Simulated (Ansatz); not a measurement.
# CuCl3 (singlet): from Hartree-Fock to the top rungs, def2-SVP

An exercise on one series of results from a longer session: the logs are not shown, and one member is left open.

Program: Ansatz 0.2.0, Gaussian basis. Level of theory: def2-SVP, core rule «outside noble gas», up to 24 orbitals frozen. These are calculated values, not measurements.

Plan: UHF; CCSD(T) on RHF; CCSD(T) on UHF; CCSDT(Q) on RHF; CASSCF and MRCISD+Q, 8 electrons in 8 orbitals; CASSCF and NEVPT2, 8 electrons in 8 orbitals.

## What is computed

The geometry is a PBE0/def2-TZVP stationary point (not a proven minimum).

4 atoms, charge 0, spin multiplicity 1.

Atoms are counted from 1 here; the program's logs count them from 0.

Bond lengths: Cu1–Cl2 2.096 Å, Cu1–Cl3 2.073 Å, Cu1–Cl4 2.073 Å. Angles: Cl2–Cu1–Cl3 98.8°, Cl2–Cu1–Cl4 98.8°, Cl3–Cu1–Cl4 162.5°.

As a file:

```mol
Cl3Cu
  3D, bonds by distance, orders not assigned

  4  3  0  0  0  0  0  0  0  0999 V2000
    0.0000   -0.3056    0.0000 Cu  0  0
    0.0000    1.7903    0.0000 Cl  0  0
    0.0000   -0.6213    2.0485 Cl  0  0
    0.0000   -0.6213   -2.0485 Cl  0  0
  1  2  8  0
  1  3  8  0
  1  4  8  0
M  END
```

Set-up of the first run:

The input, in.yaml:

```yaml
crystal:
  periodic: [false, false, false]
  atoms:
    - {symbol: Cu, position_ang: [0.000000, -0.305593, 0.000000]}
    - {symbol: Cl, position_ang: [0.000000, 1.790304, 0.000000]}
    - {symbol: Cl, position_ang: [0.000000, -0.621280, 2.048521]}
    - {symbol: Cl, position_ang: [0.000000, -0.621280, -2.048521]}
basis:
  gaussian: {orbitals: def2-SVP}
magnetization: {spin_polarized: true, initial_magnetization: 0}
hamiltonian: {xc: hf}
output: {orbitals: {seedname: orbitals}}
```

Launch:

```bash
$ ansatz run in.yaml --threads 1 --pin off --events-out ev --progress --plain --max-ram 4096MiB --backend cpu
```

Steps of the session up to this table: UHF; CCSD(T) on RHF; CCSD(T) on UHF; CCSDT(Q) on RHF; CASSCF and MRCISD+Q, 8 electrons in 8 orbitals; CASSCF and NEVPT2, 8 electrons in 8 orbitals.

One of the session's tables, all rows but one given; the rest of the session is left out.

```
   method  from RCCSDT(Q) (meV)
      RHF              +21647.8
      UHF                     ?
     RMP2                +596.7
    RCCSD               +1028.8
 RCCSD(T)                +124.0
   RCCSDT                +132.0
RCCSDT(Q)                     0
```

Q: Estimate the row for UHF from the others.

As computed: from RCCSDT(Q) (meV): +19211.5. In the column «from RCCSDT(Q) (meV)» it lies between RCCSD (+1028.8) and RHF (+21647.8).

Not comparable, so not listed: CCSD(T) on UHF (they don't share determinant, frozen orbitals or solution with the rows shown, or repeat one).

Limits of these values: The determinant is far from a pure spin state, so its energy mixes those of several spin states (harmless only where they are near-degenerate, as at dissociation). Left out of the table: CASSCF frontier, NEVPT2 frontier, MRCISD frontier, MRCISD+Q frontier (the active space lost an orbital or holds another state than full CI finds). Warnings: restricted reference is unstable; spin contamination; large T1 diagnostic. Warnings in the runs' records: passed over end.
